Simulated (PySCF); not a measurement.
# One shape, several levels: CH7AlOSi (SMILES [CH3][AlH][O][SiH3])

We compute a comparison of 6 runs (HF/STO-3G, B3LYP/6-31G*, B3LYP/6-31+G*, PBE0/def2-SVP, B3LYP/def2-TZVP, PBE0/def2-TZVP) of CH7AlOSi. 

Program for the calculation: PySCF 2.14.0.

## Step 1: The structure to begin with

CH7AlOSi has 11 atoms, charge 0, and is taken as a singlet. As SMILES, `[CH3][AlH][O][SiH3]`. The shape is that of a PBE0-D4/def2-TZVP optimisation. This is one conformer, not always the lowest.

Bond lengths: C1–Al2 1.942 Å, Al2–O3 1.688 Å, O3–Si4 1.621 Å, C1–H5 1.093 Å, C1–H6 1.096 Å, C1–H7 1.094 Å, Al2–H8 1.582 Å, Si4–H9 1.488 Å, Si4–H10 1.489 Å, Si4–H11 1.488 Å. Some angles: C1–Al2–O3 119.8°, Al2–O3–Si4 169.7°, C1–Al2–H8 124.0°, O3–Al2–H8 116.2°, Al2–C1–H5 112.4°, Al2–C1–H6 110.3°, Al2–C1–H7 111.7°, O3–Si4–H9 110.1°, O3–Si4–H10 110.8°, O3–Si4–H11 110.2°.

## Step 2: Energy and forces at HF/STO-3G (run 1)

job.py

```python
import pyscf.grad
from pyscf import gto

mol = gto.M(
    atom='''
C     -2.865014     2.904131    -0.807669
Al    -2.169784    -0.324844     0.792551
O      0.770063    -1.555812     0.662160
Si     3.705186    -2.306978     0.214295
H     -1.505356     3.352752    -2.295828
H     -2.772228     4.432164     0.587516
H     -4.765133     2.960256    -1.619495
H     -4.207475    -1.923930     2.286002
H      5.161787    -1.977787     2.596484
H      4.863210    -0.680112    -1.769351
H      3.908143    -4.987743    -0.607547
''',
    spin=0,
    max_memory=1860,
    verbose=4,
    basis='sto-3g',
    charge=0,
    unit='bohr',
)

hf = mol.RHF()
hf.conv_tol = 1e-10
hf.kernel()
if not hf.converged:
    hf = hf.newton().run(hf.mo_coeff, hf.mo_occ)

e_tot = hf.e_tot
print('E = %.10f Eh' % e_tot)
grad = hf.Gradients().kernel()
hf.analyze()
```

Started as:

```bash
OMP_NUM_THREADS=1 python job.py
```

What it wrote:

```text
PySCF version 2.14.0

[... 79 lines left out ...]
Total Energy =                        -640.008000620985968
[... 9 lines left out ...]
MO #3   energy= -20.0485968398007  occ= 2
[... 7 lines left out ...]
MO #11  energy= -2.95558776382622  occ= 2
[... 7 lines left out ...]
MO #19  energy= -0.440502831732917 occ= 2
[... 7 lines left out ...]
MO #27  energy= 0.530932503834078  occ= 0
[... 7 lines left out ...]
MO #35  energy= 0.832474637230523  occ= 0
[... 49 lines left out ...]
Dipole moment(X, Y, Z, Debye): -0.36412,  0.17010, -0.02000
```

Run time: 2.2 s. Hardware: 1 thread of Intel Xeon at 2.70GHz, shared host; peak memory 0.12 GiB.

## Step 3: Energy and forces at B3LYP/6-31G(d) (Cartesian functions) (run 2)

job.py

```python
import pyscf.grad
from pyscf import gto, dft

molecule = gto.Mole()
molecule.atom = '''
C     -2.865014     2.904131    -0.807669
Al    -2.169784    -0.324844     0.792551
O      0.770063    -1.555812     0.662160
Si     3.705186    -2.306978     0.214295
H     -1.505356     3.352752    -2.295828
H     -2.772228     4.432164     0.587516
H     -4.765133     2.960256    -1.619495
H     -4.207475    -1.923930     2.286002
H      5.161787    -1.977787     2.596484
H      4.863210    -0.680112    -1.769351
H      3.908143    -4.987743    -0.607547
'''
molecule.charge = 0
molecule.unit = 'bohr'
molecule.max_memory = 1860
molecule.cart = True
molecule.verbose = 3
molecule.basis = '6-31g*'
molecule.build()

mf = dft.RKS(molecule)
mf.xc = 'b3lyp'
mf.grids.level = 5
mf.conv_tol = 1e-10
mf.kernel()
if not mf.converged:
    mf = mf.newton().run(mf.mo_coeff, mf.mo_occ)

e_final = mf.e_tot
print('E(%s) = %.9f' % ('B3LYP', e_final))
grad = mf.Gradients().kernel()
mf.analyze()
```

Started as:

```bash
OMP_NUM_THREADS=1 python job.py
```

What it wrote:

```text
converged SCF energy = -649.559042653183
[... 21 lines left out ...]
MO #12  energy= -2.68228521463005  occ= 2
[... 13 lines left out ...]
MO #26  energy= 0.00671483929016592 occ= 0
[... 13 lines left out ...]
MO #40  energy= 0.277589519750075  occ= 0
[... 13 lines left out ...]
MO #54  energy= 0.749534163786678  occ= 0
[... 13 lines left out ...]
MO #68  energy= 1.73289334058424   occ= 0
[... 13 lines left out ...]
MO #82  energy= 4.1780780002695    occ= 0
[... 12 lines left out ...]
Dipole moment(X, Y, Z, Debye): -0.46103,  0.88826, -0.35830
```

It took 38 s on 1 thread of Intel Xeon at 2.70GHz, shared host; peak memory 0.81 GiB.

Run 3 isn't shown in full; the table further down has it.

## Step 4: Energy and forces at PBE0/def2-SVP (run 4)

job.py

```python
# [CH3][AlH][O][SiH3]
import pyscf.grad
from pyscf import gto, dft

molecule = gto.M(
    atom='''
C     -2.865014     2.904131    -0.807669
Al    -2.169784    -0.324844     0.792551
O      0.770063    -1.555812     0.662160
Si     3.705186    -2.306978     0.214295
H     -1.505356     3.352752    -2.295828
H     -2.772228     4.432164     0.587516
H     -4.765133     2.960256    -1.619495
H     -4.207475    -1.923930     2.286002
H      5.161787    -1.977787     2.596484
H      4.863210    -0.680112    -1.769351
H      3.908143    -4.987743    -0.607547
''',
    spin=0,
    basis='def2-svp',
    charge=0,
    verbose=4,
    unit='bohr',
    max_memory=1860,
)

ks = dft.RKS(molecule)
ks.xc = 'pbe0'
ks.conv_tol = 1e-10
ks.grids.level = 5
ks.kernel()
if not ks.converged:
    ks = ks.newton().run(ks.mo_coeff, ks.mo_occ)

e_tot = ks.e_tot
print('E(%s) = %.9f' % ('PBE0', e_tot))
grad = ks.Gradients().kernel()
dip = ks.dip_moment()
pop, q = ks.mulliken_pop()
```

Started as:

```bash
OMP_NUM_THREADS=1 python job.py
```

What it wrote:

```text
PySCF version 2.14.0

[... 78 lines left out ...]
converged SCF energy = -648.91739920792
[... 13 lines left out ...]
Dipole moment(X, Y, Z, Debye): -0.49961,  0.88975, -0.35875
[... 111 lines left out ...]
charge of   10H =     -0.11162
```

Wall time 40 s (1 thread of Intel Xeon at 2.70GHz, shared host); peak memory 0.98 GiB.

Run 5 isn't shown in full; the table further down has it.

## Step 5: Energy and forces at PBE0/def2-TZVP (run 6)

job.py

```python
from pyscf import gto, dft

mol = gto.M(
    atom='''
C     -2.865014     2.904131    -0.807669
Al    -2.169784    -0.324844     0.792551
O      0.770063    -1.555812     0.662160
Si     3.705186    -2.306978     0.214295
H     -1.505356     3.352752    -2.295828
H     -2.772228     4.432164     0.587516
H     -4.765133     2.960256    -1.619495
H     -4.207475    -1.923930     2.286002
H      5.161787    -1.977787     2.596484
H      4.863210    -0.680112    -1.769351
H      3.908143    -4.987743    -0.607547
''',
    spin=0,
    unit='bohr',
    charge=0,
    verbose=4,
    max_memory=1860,
    basis='def2-tzvp',
)

mf = dft.RKS(mol, xc='pbe0')
mf.grids.level = 5
mf.conv_tol = 1e-10
mf.kernel()
if not mf.converged:
    mf = mf.newton().run(mf.mo_coeff, mf.mo_occ)

etot = mf.e_tot
print('E = %.10f Eh' % etot)
grad = mf.nuc_grad_method().kernel()
mf.analyze()
```

Started as:

```bash
OMP_NUM_THREADS=1 python job.py
```

What it wrote:

```text
PySCF version 2.14.0

[... 118 lines left out ...]
MO #18  energy= -0.411605244133645 occ= 2
[... 31 lines left out ...]
MO #50  energy= 0.336604974186026  occ= 0
[... 31 lines left out ...]
MO #82  energy= 1.00432124669578   occ= 0
[... 31 lines left out ...]
MO #114 energy= 2.01070887552153   occ= 0
[... 31 lines left out ...]
MO #146 energy= 3.26960602508227   occ= 0
[... 31 lines left out ...]
MO #178 energy= 43.7054549825317   occ= 0
[... 192 lines left out ...]
Dipole moment(X, Y, Z, Debye): -0.64072,  0.88474, -0.31979
```

Run time: 1.9 min. Hardware: 1 thread of Intel Xeon at 2.70GHz, shared host; peak memory 2.4 GiB.

## Step 6: The series

```csv
run,level,Cartesian functions,integration grid,energy (Eh),dipole moment (D),HOMO energy (eV),LUMO energy (eV),wall time
1,HF/STO-3G,no,–,-640.008001,0.40,-7.49,9.56,2.2 s
2,B3LYP/6-31G* (Cartesian functions),yes,5,-649.559043,1.06,-7.51,-0.74,38 s
3,B3LYP/6-31+G* (spherical functions),no,5,-649.565020,1.07,-7.70,-0.96,53 s
4,PBE0/def2-SVP,no,5,-648.917399,1.08,-7.86,-0.57,40 s
5,B3LYP/def2-TZVP,no,5,-649.680144,1.10,-7.73,-0.92,2.4 min
6,PBE0/def2-TZVP,no,5,-649.247843,1.14,-7.93,-0.69,1.9 min
```

## Step 7: Outcome

| quantity | value |
| --- | --- |
| run 6: total energy | -649.24784 Eh |
| run 6: dipole moment | 1.14 D |
| run 6: HOMO energy | -7.93 eV |
| run 6: LUMO energy | -0.69 eV |
| run 6: HOMO–LUMO gap | 7.24 eV |
| run 6: largest force on an atom | 0.023 eV/Å |

What this shows: The dipole moment (its size) runs from 0.40 D (HF/STO-3G) to 1.14 D (PBE0/def2-TZVP). The two ends differ in method and basis. The HOMO–LUMO gap runs from 6.74 eV (B3LYP/6-31+G*) to 17.04 eV (HF/STO-3G). Totals of different functionals can't be ranked against each other. In run 1 the basis is minimal, so the values are rough. All runs together took 6.6 min, the longest 2.4 min.
